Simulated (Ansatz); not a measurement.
Crystal: Ta3Cu.

```
Ta Cu
1.0
    -2.00651    2.00651    4.20817
     2.00651   -2.00651    4.20817
     2.00651    2.00651   -4.20817
Ta Cu
3 1
Direct
  0.50000 0.50000 0.00000
  0.25000 0.75000 0.50000
  0.75000 0.25000 0.50000
  0.00000 0.00000 0.00000
```

The cell comes from a database or a generator and needn't be the stable form of this composition.

* Program: Ansatz 0.2.0
* Task: single point
* Functional: PBEsol
* Potentials or basis: Ansatz PAW
* Cutoff: 420 eV (not typed: the program's choice for these potentials)
* k mesh: 9 × 9 × 9
* Occupations: fermi-dirac, width 0.05 eV
* Spin: no spin polarisation

On this cell: pressure -6.3 GPa; largest force under 0.003 eV/Å; band gap on the k mesh none (metal or under the smearing width).

The same run follows on a disturbed copy (atoms moved at random, drawn with an rms of 0.05 Å):

```
Ta Cu
1.0
    -2.00651    2.00651    4.20817
     2.00651   -2.00651    4.20817
     2.00651    2.00651   -4.20817
Ta Cu
3 1
Direct
  0.50185 0.49359 0.99179
  0.25396 0.74979 0.49805
  0.74012 0.24821 0.49693
  0.99944 0.99868 0.99370
```

Q: What does the disturbed cell give?

A: The energy (extrapolated to zero smearing) moves by +5.8 meV/atom; pressure -6.1 GPa; largest force 0.634 eV/Å; band gap on the k mesh none (metal or under the smearing width).

Forces in eV/Å, atoms in the order of the input:
```
Ta   0.305 -0.084 -0.292
Ta   0.087 -0.226 -0.013
Ta  -0.362  0.276  0.441
Cu  -0.030  0.034 -0.136
```

Stress tensor (GPa, compression positive):
```
-5.66 -0.01 -0.16
-0.01 -6.36 -0.22
-0.16 -0.22 -6.38
```

Caveats: the PAW data sets come from PBE, with cores solved anew for the run's functional, which leaves a small shift of forces and pressure.
